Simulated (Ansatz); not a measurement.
# Cl₃GaH₂O: up Jacob's ladder to CCSD(T)

An exercise on one series of results from a longer session: the logs are not shown, and one member is left open.

Computed with Ansatz 0.2.0, Gaussian basis. Level: functionals in def2-TZVPP, the program's frozen cores in correlated methods.

The runs, in order: LDA (SPW92), PBE-D4, revPBE-D4, BLYP-D4, r2SCAN-D4, B97M-V, PBE0-D4, B3LYP-D4, r2SCANh-D4, r2SCAN0-D4, HSE06-D4, BHLYP-D4, CAM-B3LYP-D4, LC-ωPBE, ωB97X-V, ωB97M-V, B2PLYP, PBE-QIDH; CCSD(T)/def2-SVP; CCSD(T)/def2-TZVPP; MP2/def2-QZVPP; extrapolation to the limit; RPA on PBE.

## The relaxed structure

The geometry comes from an earlier relaxation with PBE0-D4 in a triple-zeta def2 set; it is a stationary point, not always the lowest conformer.

SMILES `[OH2+][Ga-]([Cl])([Cl])[Cl]`, 7 atoms, charge 0, spin multiplicity 1.

Atoms are counted from 1 here; the program's logs count them from 0.

Bond lengths: O1–Ga2 2.077 Å, O1–H6 0.967 Å, O1–H7 0.967 Å, Ga2–Cl3 2.129 Å, Ga2–Cl4 2.152 Å, Ga2–Cl5 2.152 Å. Angles: Ga2–O1–H6 108.7°, Ga2–O1–H7 108.7°, H6–O1–H7 107.7°, O1–Ga2–Cl3 104.4°, O1–Ga2–Cl4 95.4°, O1–Ga2–Cl5 95.4°, Cl3–Ga2–Cl4 118.1°, Cl3–Ga2–Cl5 118.1°, Cl4–Ga2–Cl5 117.4°.

Coordinates:

| atom | x (Å) | y (Å) | z (Å) |
| --- | --- | --- | --- |
| O1 | -0.6358 | 0.5299 | 0.9079 |
| Ga2 | 0.5289 | -0.5391 | -0.4395 |
| Cl3 | 1.4398 | -2.0621 | 0.7372 |
| Cl4 | -1.1049 | -1.0932 | -1.7254 |
| Cl5 | 1.7373 | 1.1373 | -1.0388 |
| H6 | -1.5551 | 0.5062 | 0.6106 |
| H7 | -0.3488 | 1.4528 | 0.9023 |

Set-up of the first run:

The input, in.yaml:

```yaml
crystal:
  periodic: [false, false, false]
  atoms:
    - {symbol: O, position_ang: [-0.635770, 0.529887, 0.907933]}
    - {symbol: Ga, position_ang: [0.528858, -0.539090, -0.439477]}
    - {symbol: Cl, position_ang: [1.439776, -2.062103, 0.737217]}
    - {symbol: Cl, position_ang: [-1.104862, -1.093183, -1.725411]}
    - {symbol: Cl, position_ang: [1.737269, 1.137296, -1.038784]}
    - {symbol: H, position_ang: [-1.555145, 0.506167, 0.610644]}
    - {symbol: H, position_ang: [-0.348825, 1.452826, 0.902278]}
basis:
  gaussian: {orbitals: def2-TZVPP}
hamiltonian: {xc: lda}
output: {orbitals: {seedname: orbitals}}
```

Steps of the session up to this table: LDA; PBE-D4 (GGA); revPBE-D4 (GGA); BLYP-D4 (GGA); r2SCAN-D4 (meta-GGA); B97M-V (meta-GGA); PBE0-D4 (hybrid); B3LYP-D4 (hybrid); r2SCANh-D4 (hybrid); r2SCAN0-D4 (hybrid); HSE06-D4 (hybrid); BHLYP-D4 (hybrid); CAM-B3LYP-D4 (range-separated); LC-ωPBE-D4 (range-separated; the results give it without D4); ωB97X-V (range-separated); ωB97M-V (range-separated); B2PLYP (double hybrid); PBE-QIDH (double hybrid).

One of the session's tables, all rows but one given; the rest of the session is left out.

It belongs to the step «Frontier levels by functional». 

```
  functional  HOMO (eV)  gap (eV)
 LDA (SPW92)      -7.58      5.31
      PBE-D4      -7.43      5.44
   revPBE-D4      -7.37      5.51
     BLYP-D4      -7.24      5.28
   r2SCAN-D4      -7.81      6.22
      B97M-V      -7.88      6.18
     PBE0-D4      -8.86      7.83
    B3LYP-D4      -8.56      7.17
  r2SCANh-D4      -8.33      7.08
  r2SCAN0-D4      -9.11      8.35
    HSE06-D4      -8.46      7.05
    BHLYP-D4     -10.13      9.90
CAM-B3LYP-D4     -10.23     10.08
     LC-ωPBE          ?         ?
     ωB97X-V     -11.31     12.32
     ωB97M-V     -11.13     11.82
```

**Question.** Estimate the row for LC-ωPBE.

**Answer.** HOMO (eV): -11.71; gap (eV): 12.93. In the column «HOMO (eV)» it is the lowest.
